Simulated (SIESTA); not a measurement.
Crystal: Cd2S.

```
Cd S
1.0
     3.96267    0.00000    0.00000
    -1.98134    3.43177    0.00000
     0.00000    0.00000    5.80919
Cd S
2 1
Direct
  0.33333 0.66667 0.93272
  0.66667 0.33333 0.57873
  0.33333 0.66667 0.36571
```

The cell comes from a database or a generator and needn't be the stable form of this composition.

Base run:

| Property | Result |
| --- | --- |
| Program | SIESTA 5.4.2 |
| Functional | LDA |
| Potentials or basis | PseudoDojo 0.4 standard (LDA files) |
| Basis | DZP (energy shift 0.003 Ry; two zetas on semicore shells) |
| Grid cutoff | 800 Ry |
| Energy shift | 0.003 Ry |
| k mesh | 8 × 8 × 5 |
| Occupations | fermi-dirac, width 0.05 eV |
| Spin | no spin polarisation |

Its results: pressure -5.4 GPa; largest force 0.167 eV/Å.

The run is repeated on the same cell with these changes: functional from LDA to PBEsol; potentials or basis from PseudoDojo 0.4 standard (LDA files) to PseudoDojo 0.4 standard (PBEsol files). What comes out?

Pressure -3.5 GPa; largest force 0.158 eV/Å.

Caveats: the basis of atomic orbitals isn't converged, which shifts pressures, moduli and gaps.
